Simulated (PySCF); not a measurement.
**SnH3(SiMe3): geometry, NMR shifts and electronic excitations**

Aim: predict the NMR shifts and electronic excitations of SnH3(SiMe3) (`[H][Sn]([H])([H])[Si](C)(C)C`).

Programs: PySCF 2.14.0, with density-fitted response routines of our own. Each step states its level of theory. These are calculated values for one molecule in the gas phase, unless marked as measured. Atoms count from 0, in the outputs and in this text.

### Step 1. Starting geometry

17 atoms, charge 0, multiplicity 1; geometry from: GFN2-xTB. The atoms were then displaced at random by about 0.03 Å, so the start is not that level's minimum.

Bonds of the start (Å): Sn0–H1 1.66, Sn0–H2 1.58, Sn0–H3 1.74, Sn0–Si4 2.55, Si4–C5 1.88, Si4–C6 1.88, Si4–C7 1.88, C5–H8 1.06, C5–H9 1.12, C5–H10 1.06, C6–H11 1.11, C6–H12 1.18, C6–H13 1.11, C7–H14 1.07, C7–H15 1.03, C7–H16 1.09.

### Step 2. Optimising the geometry at PBE0-D3(BJ)/def2-SVP

Job settings and geometry (Å):

```
{"job": {"xc": "PBE0", "basis": "def2-SVP", "d3": "d3bj", "grid": 1, "maxiter": 40, "shake": 0.03, "kind": "geom"}, "charge": 0, "multiplicity": 1}
Sn     1.145680     1.794330     0.771790
H      1.164880     2.063800     2.414380
H      2.631270     2.039480     0.288850
H      0.550770     3.356670     0.273300
Si    -0.129420    -0.230730    -0.114660
C      0.795080    -1.719260     0.558080
C     -1.868400    -0.170310     0.583920
C     -0.054390    -0.142940    -1.995080
H      0.325290    -2.630100     0.277910
H      0.812790    -1.765220     1.680690
H      1.810070    -1.756110     0.248270
H     -1.895130    -0.164570     1.688990
H     -2.507820     0.755200     0.219790
H     -2.507160    -1.020820     0.262090
H     -0.629700     0.685970    -2.357100
H      0.912590    -0.093740    -2.342150
H     -0.584920    -1.002220    -2.398840
```

Run with:

```console
$ OMP_NUM_THREADS=1 python probes_run.py task.json out
```

One launch serves the whole session: the jobs run in the order shown.

**Question.** This job is followed by: GIAO PBE0/pcSseg-1 Sn:def2-TZVP NMR shielding, non-relativistic, gas phase; TDDFT wB97X-D/def2-SVPD, vertical, gas phase, core orbitals frozen in the response; GIAO B3LYP/pcSseg-1 Sn:def2-TZVP NMR shielding, non-relativistic, gas phase. Predict these results of the whole session: rotational constants (main isotopes); 13C shifts against TMS (PBE0/def2-TZVP+pcSseg-1, means over atoms taken as alike); 1H shifts against TMS (PBE0/def2-TZVP+pcSseg-1, means over atoms taken as alike); 29Si shifts against TMS (PBE0/def2-TZVP+pcSseg-1); surface potential, 1st and 99th percentile; lowest singlet (wB97X-D/def2-SVPD); brightest single state of those computed; lowest triplet; range of the shift of Si4.

**Answer**, as computed:

| quantity | value |
| --- | --- |
| rotational constants (main isotopes) | 2.99, 1.00, 1.00 GHz |
| 13C shifts against TMS (PBE0/def2-TZVP+pcSseg-1, means over atoms taken as alike) | 1.5 ppm |
| 1H shifts against TMS (PBE0/def2-TZVP+pcSseg-1, means over atoms taken as alike) | 4.07, 0.33 ppm |
| 29Si shifts against TMS (PBE0/def2-TZVP+pcSseg-1) | -4.7 ppm |
| surface potential, 1st and 99th percentile | -0.31 V and 0.79 V |
| lowest singlet (wB97X-D/def2-SVPD) | 6.73 eV (184 nm), f = 0.042 |
| brightest single state of those computed | state 4, 7.36 eV, f = 0.569 |
| lowest triplet | 6.01 eV |
| range of the shift of Si4 | -4.7 to -0.1 ppm |

The start was shaken at random, so part of the energy gained undoes that. The optimisation took 6 steps and gained 0.672 eV; among the close pairs (by a distance rule), Sn0–H2 changed most, from 1.581 to 1.721 Å. No frequency check was run at this level, so the end point may be a saddle. The lowest singlet, at 6.73 eV, is HOMO→LUMO+2 0.64, HOMO→LUMO+1 0.28 and is weak; of the 10 states computed, the strongest absorption comes from state 4 at 7.36 eV. The lowest triplet lies 0.72 eV below the lowest singlet (triplets in Tamm-Dancoff, singlets in full TDDFT). Spin-orbit coupling, left out, mixes singlets and triplets in elements this heavy. In ppm, Si4 moves most: its shift spreads over 4.6 ppm, from -4.7 (PBE0/def2-TZVP+pcSseg-1) to -0.1 (B3LYP/def2-TZVP+pcSseg-1). Spin-orbit coupling is left out, which matters for shieldings and couplings at and beside the heavy atoms.
